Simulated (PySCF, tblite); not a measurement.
# C₂H₆B₃ClO₂: geometry, infrared bands and NMR shifts

Aim: predict the infrared bands and NMR shifts of C₂H₆B₃ClO₂ (`B[C@@H]1COBB(Cl)O1`).

Programs: tblite 0.8.0 and PySCF 2.14.0, with density-fitted response routines of our own. Each step states its level of theory. These are calculated values for one molecule in the gas phase, unless marked as measured. Atoms are numbered from 0 throughout.

### 1 The starting structure

14 atoms, charge 0, multiplicity 1; geometry from: force field or distance geometry start.

Bonds of the start (Å): B0–C1 1.61, C1–C2 1.58, C2–O3 1.44, O3–B4 1.47, B4–B5 1.64, B5–Cl6 1.85, B5–O7 1.48, O7–C1 1.41, B0–H8 1.18, B0–H9 1.18, C1–H10 1.12, C2–H11 1.11, C2–H12 1.12, B4–H13 1.17.

### 2 Relaxing the molecule with GFN2-xTB

The job: settings as JSON, then the geometry in Å.

```
{"job": {"kind": "relax", "xc": "GFN2-xTB", "basis": "xTB"}, "charge": 0, "multiplicity": 1}
B      2.128700    -0.420300    -0.609400
C      0.736900     0.073500     0.022200
C     -0.279200    -1.132400     0.150100
O     -1.506300    -0.894300    -0.562300
B     -2.106200     0.362000    -0.081600
B     -1.044100     1.608700    -0.213100
Cl    -1.134800     3.049600     0.935800
O      0.265300     1.161700    -0.744200
H      3.126700    -0.356300     0.016000
H      2.139200    -0.841600    -1.707000
H      0.990300     0.426400     1.055800
H      0.143500    -2.077400    -0.242600
H     -0.507800    -1.330400     1.232100
H     -2.953200     0.370300     0.726000
```

Command:

```
OMP_NUM_THREADS=1 python probes_run.py task.json out
```

The driver reads the jobs from task.json and runs them one after another.

**Question.** This job is followed by: GFN2-xTB harmonic vibrations, gas phase; GIAO PBE0/pcSseg-1 NMR shielding, non-relativistic, gas phase. Predict these results of the whole session: strongest single infrared mode (GFN2-xTB); zero-point energy (GFN2-xTB); ¹³C shifts against TMS (PBE0/pcSseg-1); ¹H shifts against TMS (PBE0/pcSseg-1, means over atoms taken as alike); ¹¹B shifts against BF3·OEt2 (PBE0/pcSseg-1); ¹⁷O shifts against H2O (PBE0/pcSseg-1); ³⁵Cl shifts against HCl (PBE0/pcSseg-1).

As calculated:

| quantity | value |
| --- | --- |
| strongest single infrared mode (GFN2-xTB) | 1264 cm⁻¹, 199 km/mol |
| zero-point energy (GFN2-xTB) | 56.8 kcal/mol |
| ¹³C shifts against TMS (PBE0/pcSseg-1) | 88.2, 67.8 ppm |
| ¹H shifts against TMS (PBE0/pcSseg-1, means over atoms taken as alike) | 7.95, 5.36, 4.87, 4.84, 4.27 ppm |
| ¹¹B shifts against BF3·OEt2 (PBE0/pcSseg-1) | 88.7, 48.1, 39.6 ppm |
| ¹⁷O shifts against H2O (PBE0/pcSseg-1) | 252.6, 233.9 ppm |
| ³⁵Cl shifts against HCl (PBE0/pcSseg-1) | 191 ppm |

What this shows: Relaxing lowered the energy by 2.533 eV in 120 steps; the close pair that moved most is B5–O7, from 1.482 to 1.347 Å. No mode is imaginary among the 36: a minimum at this level. The strongest single mode, at 1264 cm⁻¹, is spread over several atoms, H10, B4, H11, B5 among them. GFN2-xTB is a fitted tight-binding method: band positions and strengths are rough. Its intensities can rank the bands wrongly. At PBE0/pcSseg-1: The largest span, 501 ppm, is at O3, where the paramagnetic term is -308 ppm.
